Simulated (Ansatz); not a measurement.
# MgBr+ (triplet): wave-function methods side by side at distance Br1–Mg2 = 5.274 Å, cc-pVDZ

The task here is to estimate one member of a computed series from the others.

Computed with Ansatz 0.2.0, Gaussian basis. Level: cc-pVDZ, core rule «outside noble gas», up to 19 orbitals frozen.

To be run: UHF; CCSD(T) on ROHF; CCSD(T) on UHF; BCCD(T) on ROHF; CISD; CCSDT(Q) on ROHF; CCSDT(Q) on UHF; CASSCF and MRCISD+Q, 4 electrons in 4 orbitals; CASSCF and NEVPT2, 4 electrons in 4 orbitals.

47 further runs of the same task are left out: 22 for a known fault of the program, 2 for a mislabelled method, 19 that didn't finish, 4 set aside as unsound or not needed.

### The system

The geometry derives from a PBE0/def2-TZVP stationary point (not a proven minimum). One bond is set to the value named and the two fragments are kept rigid. No spin-orbit coupling is included. The filled d shell of Br may be among the frozen orbitals whatever the setting's name suggests; the logs give the count.

2 atoms, charge 1, spin multiplicity 3.

Atoms are counted from 1 here; the program's logs count them from 0.

No contacts short enough for the rule that draws bonds.

The first run:

in.yaml reads:

```yaml
crystal:
  periodic: [false, false, false]
  atoms:
    - {symbol: Br, position_ang: [0.000000, 0.000000, 0.000000]}
    - {symbol: Mg, position_ang: [0.000000, 0.000000, 5.274000]}
basis:
  gaussian: {orbitals: cc-pVDZ}
total_charge: 1
magnetization: {spin_polarized: true, initial_magnetization: 2}
hamiltonian: {xc: hf}
output: {orbitals: {seedname: orbitals}}
```

Command:

```
ansatz run in.yaml --threads 1 --pin off --events-out ev --progress --plain --max-ram 2393MiB
```

Steps of the session up to this table: UHF; CCSD(T) on ROHF; CCSD(T) on UHF; BCCD(T) on ROHF; CISD; CCSDT(Q) on ROHF; CCSDT(Q) on UHF; CASSCF and MRCISD+Q, 4 electrons in 4 orbitals; CASSCF and NEVPT2, 4 electrons in 4 orbitals.

One table of the session follows, with a row left open; its other results are not shown here.

```
       method  from UCCSDT(Q) (kcal/mol)
         ROHF                     +70.00
          UHF                     +67.78
         RMP2                      +9.38
         UMP2                          ?
         CISD                      +2.85
        RCCSD                      +0.86
        UCCSD                      +0.73
     RCCSD(T)                      +0.28
     UCCSD(T)                      +0.19
      BCCD(T)                      +0.27
       RCCSDT                      +0.17
       UCCSDT                      +0.09
    RCCSDT(Q)                      +0.08
    UCCSDT(Q)                          0
  CASSCF pair                     +64.10
  NEVPT2 pair                      +8.46
  MRCISD pair                      +2.49
MRCISD+Q pair                      -0.35
```

**Question.** Estimate the row for UMP2.

The run gave: from UCCSDT(Q) (kcal/mol): +9.67. In the column «from UCCSDT(Q) (kcal/mol)» it lies between RMP2 (+9.38) and CASSCF pair (+64.10).

To keep in mind: Restricted and unrestricted rows rest on different reference determinants; where their highest levels disagree by more than a few hundredths of an eV, they describe different states and don't form one ladder.
